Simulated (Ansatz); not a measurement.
# BaTiO3: the cost of one run

Computed with Ansatz 0.2.0, driven from Python. Level of theory: DFT PBE+U, plane waves, PAW.

## (1) Starting point

Symmetry: Pm-3m, No. 221, cubic system. The conventional cell has a = 4.006 Å, b = 4.006 Å, c = 4.006 Å, α = 90.00°, β = 90.00°, γ = 90.00°. Ba (site symmetry m-3m) has 12 O at 2.83 Å as nearest neighbours. Around Ti (site symmetry m-3m) lie 6 O at 2.00 Å. O (site symmetry 4/mmm) has 2 Ti at 2.00 Å and 4 Ba at 2.83 Å as nearest neighbours.

The script holds or builds the structure itself.

## (2) The script

Contents of batio3_plus_u.py:

```python
import ansatz as az
from ase import Atoms
import numpy as np
import pandas as pd


def count_gap(report):
    # lowest empty less highest filled band, counting bands; zero where they overlap
    return max(report.get("gap_by_band_count_ev") or 0.0, 0.0)


def main() -> None:
    atoms = Atoms(
        ["Ba", "Ti", "O", "O", "O"],
        scaled_positions=[
            (0.5, 0.5, 0.5),
            (0.0, 0.0, 0.0),
            (0.5, 0.0, 0.0),
            (0.0, 0.5, 0.0),
            (0.0, 0.0, 0.5),
        ],
        cell=[
            (4.006, 0.0, 0.0),
            (0.0, 4.006, 0.0),
            (0.0, 0.0, 4.006),
        ],
        pbc=True,
    )
    batio3 = az.Crystal.from_ase(atoms)

    calc = (
        batio3.calculation()
        .kpoints(6)
        .occupations("Marzari-Vanderbilt", width=50 * az.meV)
        .band_table()
    )
    rows = []
    for u in [1.0, 3.0, 5.0, 7.0]:
        summary = calc.hubbard("Ti", "d", u_eff=u).run().report
        shell = summary["hubbard"]["n_scf"]
        rows.append((u, count_gap(summary), sum(shell) / len(shell), summary["n_iterations"]))
    print(pd.DataFrame(rows, columns=["U_eff eV", "gap by band count eV", "Ti d occupation (projector)", "iterations"]).round(4).to_string(index=False))
    print("eigenvalues of the first occupation matrix at the last U, by spin:")
    for channel in summary["hubbard"]["n_eig"][0]:
        print("  ", " ".join(f"{n:.3f}" for n in channel))


if __name__ == "__main__":
    main()
```

## (3) The input behind the calls

The engine receives this input (first run):

```yaml
crystal:
  lattice:
    - [4.006, 0.0, 0.0]
    - [0.0, 4.006, 0.0]
    - [0.0, 0.0, 4.006]
  atoms:
    - { symbol: Ba, position: [0.5, 0.5, 0.5] }
    - { symbol: Ti, position: [0.0, 0.0, 0.0] }
    - { symbol: O, position: [0.5, 0.0, 0.0] }
    - { symbol: O, position: [0.0, 0.5, 0.0] }
    - { symbol: O, position: [0.0, 0.0, 0.5] }
kpoints:
  mp_grid:
    grid: [6, 6, 6]
hamiltonian:
  hubbard:
    - { species: Ti, l: d, u_eff: 1.0 }
scf:
  occupations:
    method: cold
    width: 0.05
output:
  eigenvalues: true
```

## (4) Running it

Command:

```
> python batio3_plus_u.py
```

What time and memory should one allow on 1 thread of Arm Neoverse V2, shared host?

About 11 s, with a peak of 0.46 GiB.
